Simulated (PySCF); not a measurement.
# BeI: bond curves at several levels of theory

Aim: find the lowest electronic state of BeI, scan its bond at several levels of theory, and get bond length, wavenumber and dissociation energy from each curve.

Program: PySCF 2.14.0. Level of theory: Be aug-cc-pVDZ, I aug-cc-pVDZ-PP with ECP28, scalar-relativistic core potentials. These are calculated values, not measurements.

## Step 1: The job

Settings of the job:

```
atoms                         : Be, I
charge                        : 0
basis                         : Be aug-cc-pVDZ, I aug-cc-pVDZ-PP with ECP28
Hamiltonian                   : scalar-relativistic core potentials
basis functions               : 55
electrons treated             : 29
masses in u                   : 9.0122, 126.9045
levels                        : PBE0, PBE, r²SCAN, TPSSh, r²SCAN0, MN15, HF, MP2, SCS-MP2
grid                          : 80 radial by 434 angular points
occupations                   : held fixed by the projection of orbital angular momentum
dissociation limit            : Be + I, each in its ground configuration
starting distance in angstrom : 2.270
values of 2S to try           : 1, 3
```

Launch:

```
$ OMP_NUM_THREADS=1 python dia.py task.json out
```

Further steps of the session: PBE0 along the bond; Excited determinants; PBE; r²SCAN (meta-GGA); TPSSh (hybrid meta-GGA); r²SCAN0; MN15 (hybrid meta-GGA); UHF (mean field).

Q: Predict the outcome of this session. Wanted: for each run, Re; ωe; De; μ.

As calculated:

Lowest PBE0 solution found, without spin–orbit coupling: ²Σ⁺ (doublet), unpaired electrons σ ↑. State 2 has its PBE0 minimum 4.71 eV higher. The other levels ran on the lowest alone.

| level | Re (Å) | ωe (cm⁻¹) | De (eV) | μ (D) |
| --- | --- | --- | --- | --- |
| UHF | 2.212 | 610 | 2.36 | -1.08 |
| UHF-MP2 | 2.199 | 620 | 2.80 | n/a |
| UHF-SCS-MP2 | 2.203 | 615 | 2.56 | n/a |
| PBE | 2.200 | 598 | 2.95 | -0.49 |
| r²SCAN | 2.197 | 605 | 3.09 | -0.64 |
| TPSSh | 2.202 | 597 | 2.86 | -0.57 |
| PBE0 | 2.191 | 612 | 2.91 | -0.63 |
| r²SCAN0 | 2.191 | 613 | 3.00 | -0.75 |
| MN15 | 2.186 | 611 | 2.62 | -0.92 |

De is counted to Be + I in their ground configurations. A positive dipole means Be(−)I(+).

In words: Bond lengths run from 2.186 Å (MN15) to 2.212 Å (UHF). Of the levels with a De here, UHF gives the least (2.36 eV) and r²SCAN the most (3.09 eV).

Correlated steps freeze 4 core orbitals. These are scalar-relativistic numbers at best; spin–orbit coupling would shift them, the dissociation energy most. With spin–orbit coupling the term label itself may not hold.
